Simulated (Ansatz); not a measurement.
# Mg6SiSb (Amm2) in Ansatz: reference runs

How does Mg6SiSb come out in PBE? The cell is run as given and disturbed.

Everything below comes from runs of Ansatz 0.2.0. Logs are shortened: lines on timing, memory, paths and dates and some standing lists are left out, and cuts for length are marked.

### 1 The crystal as given

Symmetry: Amm2, No. 38, orthorhombic system. Conventional cell: a = 5.147 Å, b = 5.972 Å, c = 11.536 Å, α = 90.00°, β = 90.00°, γ = 90.00°. Around Sb (site symmetry mm2) lie 10 Mg at 3.00 to 3.34 Å. Si (site symmetry mm2) has 8 Mg at 2.80 to 3.04 Å as nearest neighbours. Mg (site symmetry mm2) is surrounded by 2 Sb at 3.00 Å and 10 Mg at 3.10 to 3.40 Å. Mg (site symmetry m) has 7 Mg at 2.89 to 3.31 Å and 2 Si at 2.97 Å and 1 Sb at 3.15 Å as nearest neighbours. Mg (site symmetry mm2) has 2 Si at 3.04 Å and 10 Mg at 3.13 to 3.32 Å as nearest neighbours. Mg (site symmetry m) is surrounded by 1 Si at 2.80 Å and 5 Mg at 2.96 to 3.18 Å and 2 Sb at 3.06 Å.

The cell comes from a database or a generator and needn't be the stable form of this composition.

### 2 Single point, PBE

input.yaml reads:

```yaml
crystal:
  lattice:
    - [5.147155, 0.0, 0.0]
    - [0.0, 2.9859475, 5.7678075]
    - [0.0, -2.9859475, 5.7678075]
  atoms:
    - { symbol: Sb, position: [0.5, 0.643421, 0.643421] }
    - { symbol: Si, position: [0.0, 0.878039, 0.878039] }
    - { symbol: Mg, position: [0.5, 0.171785, 0.171785] }
    - { symbol: Mg, position: [0.5, 0.662481, 0.146959] }
    - { symbol: Mg, position: [0.5, 0.146959, 0.662481] }
    - { symbol: Mg, position: [0.0, 0.328168, 0.328168] }
    - { symbol: Mg, position: [0.0, 0.836993, 0.332155] }
    - { symbol: Mg, position: [0.0, 0.332155, 0.836993] }
hamiltonian:
  xc: pbe
  pseudopotentials: { kind: paw }
kpoints:
  mp_grid: { grid: [5, 5, 5] }
scf:
  occupations: { method: fermi_dirac, width: 0.05 }
output:
  forces: true
  stress: true
  eigenvalues: true
  write_density: true
  write_potential: true
  elf: true
  volumetric_format: npy
```

Potentials or basis: Ansatz PAW.

Started as:

```
ansatz run input.yaml --threads 4 --pin off --max-ram 10240MiB --backend cpu --events-out ev --progress --plain --runs-dir out
```

The log of the run:

```text
Warning: RAYON_NUM_THREADS=4 ignored (pool sized by the plan → 4); use --threads N
Engine: ansatz 0.2.0, x86_64-unknown-linux-gnu
Pseudopotentials: kind: paw
Pseudopotential: Sb, paw, valence charge 15, recommended cutoff 420 eV (normal), Sb.paw.azcp
Pseudopotential: Si, paw, valence charge 4, recommended cutoff 420 eV (normal), Si.paw.azcp
Pseudopotential: Mg, paw, valence charge 10, recommended cutoff 420 eV (normal), Mg.paw.azcp
Functional definition: PBE
  parameter kappa = 0.804
  parameter beta = 0.06672455060314922
  exchange = pbe_x(kappa = kappa, mu = beta*pi^2/3)
  correlation = pbe_c(beta = beta)
Crystal: 8 atoms, lattice volume = 177.292 Å³
Basis set: ecut = 420 eV, 3447 PW (Γ), exchange–correlation on 72×90×90 points (8 copies of the dense FFT grid, shifted against one another)
Bands: 48, of which v1, the nominal top of the filled ones, is band 40 counted from 1 (39 counted from 0)
Symmetry: 4 space group operations
Space group: Amm2 (ITA 38), of the structure as read, at distance tolerance 5.6e-5 Å
k-points: 27 of 125 (time reversal used)
Non-local potential: Sb, projectors of the file, l = 0: 2, l = 1: 2, l = 2: 2, l = 3: 2
Non-local potential: Si, projectors of the file, l = 0: 2, l = 1: 2, l = 2: 2
Non-local potential: Mg, projectors of the file, l = 0: 3, l = 1: 2, l = 2: 1
PAW form: soft (Blöchl's): semilocal exchange-correlation on the pseudo side does not see the compensation charge
PAW one-centre angular grid: Sb, 590 points (default); XC on 64 Gauss nodes
PAW one-centre angular grid: Si, 110 points (default); XC on 64 Gauss nodes
PAW one-centre angular grid: Mg, 110 points (default); XC on 64 Gauss nodes
Initial density: superposition of atomic densities (neutral atoms: chi_scale 0, normalization atom), corrected by the library's trained network
Initial wavefunctions: pseudopotential atomic-orbital guess
Functional: x = pbe(κ = 0.804, μ = 0.2195149727645171), c = pbe(β = 0.06672455060314922)
SCF iter   1: F=—  HF=-18663.215081 eV  |F-HF|=—  |Δ(HF+E_count)|=         —  Δρ=1.85e-3  dr2=1.37e-2  ethr=1.77e-3  ⟨swp⟩=9.4  Hψ=6171  notcnv=0  defer=5
preconditioner: auto → Kerker (q_TF=auto, 2.384 Å⁻¹)  [metal: Δε(μ)=0.031 eV  Ē_g=6.122 eV  σ=0.050 eV  W_gap=0.15  n_scr=40 (ndim 8)  ℏωp=12.8 eV  f_vac=0.000  D(μ)=3.37/eV (n_scr^D=20)]
SCF iter   2: F=—  HF=-18663.213840 eV  |F-HF|=—  |Δ(HF+E_count)|=   1.24e-3  Δρ=1.17e-3  dr2=5.66e-3  ethr=1.73e-5  ⟨swp⟩=2.0  Hψ=1729  notcnv=0  defer=12
SCF iter   3: F=—  HF=-18663.212834 eV  |F-HF|=—  |Δ(HF+E_count)|=   1.01e-3  Δρ=2.07e-4  dr2=2.05e-4  ethr=7.17e-6  ⟨swp⟩=2.0  Hψ=1496  notcnv=0  defer=12
SCF iter   4: F=—  HF=-18663.212785 eV  |F-HF|=—  |Δ(HF+E_count)|=   4.88e-5  Δρ=7.85e-5  dr2=1.26e-5  ethr=2.60e-7  ⟨swp⟩=2.0  Hψ=1690  notcnv=0  defer=12
SCF iter   5: F=—  HF=-18663.212779 eV  |F-HF|=—  |Δ(HF+E_count)|=   6.04e-6  Δρ=2.68e-5  dr2=1.37e-6  ethr=1.59e-8  ⟨swp⟩=2.0  Hψ=1699  notcnv=0  defer=12
SCF iter   6: F=—  HF=-18663.212779 eV  |F-HF|=—  |Δ(HF+E_count)|=   1.81e-8  Δρ=6.12e-6  dr2=1.46e-7  ethr=1.73e-9  ⟨swp⟩=2.0  Hψ=1687  notcnv=0  defer=12
SCF iter   7: F=-18663.212779 eV  HF=-18663.212779 eV  |F-HF|=7.12e-9  |Δ(HF+E_count)|=   1.50e-8  Δρ=1.51e-6  dr2=1.04e-8  ethr=1.27e-10  ⟨swp⟩=13.4  Hψ=8110  notcnv=0
SCF 1 converged in 7 iterations: F = -18663.212779 eV  dr2 = 1.04e-8
SCF converged after 7 iterations
Free energy (F): -18663.212779 eV
Harris-Foulkes:  -18663.212779 eV  (|F-HF|=7.12e-9)
Internal energy: -18663.186208 eV  (E = F + TS)
E sigma→0 (E₀):  -18663.199493 eV
Entropy (-TS):   -0.026571 eV (-3.321 meV/atom)
Fermi energy:    7.048390 eV
--- Per-component energies (eV) ---
  E_band       = -2272.132711
  E_kinetic    = 696.832999
  E_local      = -11448.956041  (includes V_loc(G=0)·N_el)
  E_nonlocal   = 962.445821
  E_hartree    = 4274.808078
  E_xc         = -365.152476
  E_vxc        = -364.337508  (∫ρ·V_xc dr)
  E_paw        = -6843.604073  (= ΣΔE_a)
  E_vpaw       = -667.734640  (= ΣTr[D̂ρ^β])
  E_aug_tail   = -0.000013  (compensation charges beyond the density's cutoff)
  E_ewald      = -5939.560502
  E_smearing   = -0.026571  (= −TS)
  E_closure    = -0.000000  (closes the sum)
  Σ components = -18663.212779   (vs F -18663.212779, Δ=0.00e0)
--- Forces (eV/Å), atoms counted from 1 ---
  atom   1  Sb    -0.00000000     0.00000000    -0.05853943
  atom   2  Si     0.00000000     0.00000000     0.05125442
  atom   3  Mg     0.00000000     0.00000000     0.03925842
  atom   4  Mg     0.00000000    -0.02130558    -0.02697750
  atom   5  Mg    -0.00000000     0.02130558    -0.02697750
  atom   6  Mg    -0.00000000     0.00000000    -0.01126428
  atom   7  Mg    -0.00000000    -0.00843250     0.01661891
  atom   8  Mg     0.00000000     0.00843250     0.01661891
  max |Σ_I F_I| component: 8.04e-6 eV/Å
--- Stress (GPa, compression-positive) ---
       -0.286646       0.000000      -0.000000
        0.000000       0.742269       0.000000
       -0.000000       0.000000       0.282777
  P = ⅓ Tr σ = 0.2461 GPa (2.461 kbar)
--- Band table (eV; the first three rows and the last of 27) ---
  k-point 0: bands = ["-69.1896", "-69.1869", "-69.1781", "-69.1756", "-69.1199", "-68.9271", "-35.9646", "-35.9552", "-35.9510", "-35.9451", "-35.9450", "-35.9404", "-35.9349", "-35.9311", "-35.9266", "-35.9246", "-35.9198", "-35.9087", "-35.8830", "-35.8689", "-35.8685", "-35.6815", "-35.6814", "-35.6803", "-21.8102", "-21.8091", "-21.7952", "-21.7937", "-21.7888", "-3.0730", "-0.5023", "2.9565", "3.3810", "3.5221", "3.7553", "4.0815", "4.4070", "5.2697", "6.2987", "7.4260", "7.7338", "8.6807", "9.5262", "9.5402", "9.5960", "9.6701", "9.7469", "9.9916"]
  k-point 1: bands = ["-69.1894", "-69.1871", "-69.1778", "-69.1758", "-69.1199", "-68.9271", "-35.9630", "-35.9556", "-35.9491", "-35.9447", "-35.9418", "-35.9408", "-35.9345", "-35.9314", "-35.9261", "-35.9251", "-35.9228", "-35.9119", "-35.8831", "-35.8689", "-35.8686", "-35.6815", "-35.6814", "-35.6803", "-21.8101", "-21.8091", "-21.7951", "-21.7937", "-21.7888", "-2.9798", "-0.5887", "2.1311", "2.8327", "3.6790", "3.9083", "4.9031", "5.4183", "5.7999", "6.0722", "6.8589", "7.7591", "7.8308", "8.6949", "8.7111", "9.4414", "10.0305", "10.3464", "10.9524"]
  k-point 2: bands = ["-69.1889", "-69.1875", "-69.1772", "-69.1764", "-69.1199", "-68.9271", "-35.9602", "-35.9567", "-35.9437", "-35.9435", "-35.9417", "-35.9340", "-35.9338", "-35.9323", "-35.9297", "-35.9269", "-35.9246", "-35.9193", "-35.8833", "-35.8689", "-35.8688", "-35.6815", "-35.6815", "-35.6803", "-21.8100", "-21.8091", "-21.7950", "-21.7937", "-21.7888", "-2.8033", "-0.7518", "1.3785", "2.4236", "4.2753", "4.3147", "5.3053", "5.5645", "6.0952", "6.5031", "7.1297", "7.2309", "7.7577", "8.2396", "8.2830", "9.2051", "9.4426", "11.1794", "11.3453"]
  k-point 26: bands = ["-69.1893", "-69.1871", "-69.1778", "-69.1758", "-69.1199", "-68.9271", "-35.9631", "-35.9558", "-35.9490", "-35.9424", "-35.9421", "-35.9399", "-35.9362", "-35.9334", "-35.9254", "-35.9242", "-35.9227", "-35.9118", "-35.8829", "-35.8693", "-35.8691", "-35.6818", "-35.6815", "-35.6802", "-21.8098", "-21.8093", "-21.7949", "-21.7936", "-21.7889", "-2.5238", "-0.5788", "1.8587", "1.9076", "2.4618", "3.4650", "5.1103", "5.5800", "6.2764", "6.6035", "7.1690", "7.2489", "8.9615", "9.1886", "9.8307", "10.1256", "10.3140", "10.5245", "10.9444"]
```

It took 3 s on 4 threads of Intel Xeon Platinum 8559C (Emerald Rapids), shared host; peak memory 0.64 GiB.

Results:

* Free energy: -18663.2128 eV
* Pressure: 0.2 GPa
* Largest force: 0.059 eV/Å
* Band gap on the k mesh: none (metal or under the smearing width)

Forces on the atoms (eV/Å):
```
Sb   0.000  0.000 -0.059
Si   0.000  0.000  0.051
Mg   0.000  0.000  0.039
Mg   0.000 -0.021 -0.027
Mg   0.000  0.021 -0.027
Mg   0.000  0.000 -0.011
Mg   0.000 -0.008  0.017
Mg   0.000  0.008  0.017
```

Stress tensor (GPa, compression positive):
```
-0.29  0.00  0.00
 0.00  0.74  0.00
 0.00  0.00  0.28
```

The run has no spin-orbit coupling, so splittings on Sb are missing.

### 3 Single point, PBE (atoms moved at random, drawn with an rms of 0.05 Å)

input.yaml reads:

```yaml
crystal:
  lattice:
    - [5.147155, 0.0, 0.0]
    - [0.0, 2.9859475, 5.7678075]
    - [0.0, -2.9859475, 5.7678075]
  atoms:
    - { symbol: Sb, position: [0.494282, 0.63701, 0.649606] }
    - { symbol: Si, position: [-0.006072, 0.884943, 0.864954] }
    - { symbol: Mg, position: [0.503683, 0.179454, 0.168239] }
    - { symbol: Mg, position: [0.494365, 0.660387, 0.155087] }
    - { symbol: Mg, position: [0.48765, 0.144984, 0.658927] }
    - { symbol: Mg, position: [-0.001929, 0.33075, 0.334377] }
    - { symbol: Mg, position: [-0.007085, 0.836937, 0.326919] }
    - { symbol: Mg, position: [-0.009172, 0.324408, 0.844349] }
hamiltonian:
  xc: pbe
  pseudopotentials: { kind: paw }
kpoints:
  mp_grid: { grid: [5, 5, 5] }
scf:
  occupations: { method: fermi_dirac, width: 0.05 }
output:
  forces: true
  stress: true
  eigenvalues: true
```

Potentials or basis: Ansatz PAW.

Started as:

```
ansatz run input.yaml --threads 4 --pin off --max-ram 10240MiB --backend cpu --events-out ev --progress --plain --runs-dir out
```

The log of the run:

```text
Warning: RAYON_NUM_THREADS=4 ignored (pool sized by the plan → 4); use --threads N
[... 2 set-up lines as earlier in the session ...]
[... 73 lines left out ...]
  k-point 1: bands = ["-69.2109", "-69.2094", "-69.1613", "-69.1502", "-69.1131", "-68.9210", "-35.9790", "-35.9764", "-35.9655", "-35.9609", "-35.9577", "-35.9572", "-35.9316", "-35.9160", "-35.9076", "-35.9046", "-35.9005", "-35.8953", "-35.8767", "-35.8620", "-35.8609", "-35.6765", "-35.6758", "-35.6730", "-21.8042", "-21.8028", "-21.7904", "-21.7888", "-21.7834", "-2.9682", "-0.5751", "2.0690", "2.8222", "3.7040", "3.9255", "4.9543", "5.4104", "5.7713", "6.1339", "6.8914", "7.7048", "7.7744", "8.6513", "8.7229", "9.4986", "9.9941", "10.3687", "10.9422"]
  k-point 2: bands = ["-69.2109", "-69.2094", "-69.1613", "-69.1502", "-69.1131", "-68.9210", "-35.9787", "-35.9763", "-35.9634", "-35.9584", "-35.9571", "-35.9566", "-35.9319", "-35.9160", "-35.9101", "-35.9049", "-35.9022", "-35.8961", "-35.8769", "-35.8623", "-35.8609", "-35.6766", "-35.6758", "-35.6730", "-21.8041", "-21.8028", "-21.7903", "-21.7887", "-21.7834", "-2.7936", "-0.7150", "1.2842", "2.4260", "4.2867", "4.3485", "5.3422", "5.6466", "6.1322", "6.5059", "7.0457", "7.1976", "7.7621", "8.2021", "8.3023", "9.1000", "9.4775", "11.1408", "11.3617"]
  k-point 62: bands = ["-69.2109", "-69.2095", "-69.1613", "-69.1502", "-69.1131", "-68.9210", "-35.9808", "-35.9741", "-35.9672", "-35.9622", "-35.9609", "-35.9549", "-35.9318", "-35.9146", "-35.9072", "-35.9047", "-35.8994", "-35.8943", "-35.8764", "-35.8621", "-35.8612", "-35.6765", "-35.6760", "-35.6728", "-21.8040", "-21.8030", "-21.7903", "-21.7887", "-21.7835", "-2.6339", "-0.7497", "2.1325", "2.5911", "3.6246", "4.2050", "4.5647", "4.7134", "5.2473", "5.6175", "6.7267", "7.0816", "7.4870", "7.7044", "9.4547", "10.1504", "10.9059", "11.2645", "11.7382"]
```

Run time: 4.9 s. Hardware: 4 threads of Intel Xeon Platinum 8559C (Emerald Rapids), shared host; peak memory 0.77 GiB.

Results:

| Property | Result |
| --- | --- |
| Free energy | -18663.1733 eV |
| Pressure | 0.3 GPa |
| Largest force | 0.255 eV/Å |
| Band gap on the k mesh | none (metal or under the smearing width) |

Forces in eV/Å, atoms in the order of the input:
```
Sb  -0.037  0.234 -0.068
Si  -0.031 -0.211  0.094
Mg  -0.144 -0.199  0.012
Mg   0.019  0.143 -0.042
Mg   0.097 -0.103  0.035
Mg  -0.068  0.044 -0.179
Mg   0.071 -0.141  0.101
Mg   0.093  0.233  0.047
```

Levels at points of the mesh, in eV from the Fermi level:
```tsv
k point	band 37	band 38	band 39	band 40	band 41	band 42
(0.00, 0.00, 0.00)	-2.66	-1.74	-0.69	0.36	0.72	1.63
```
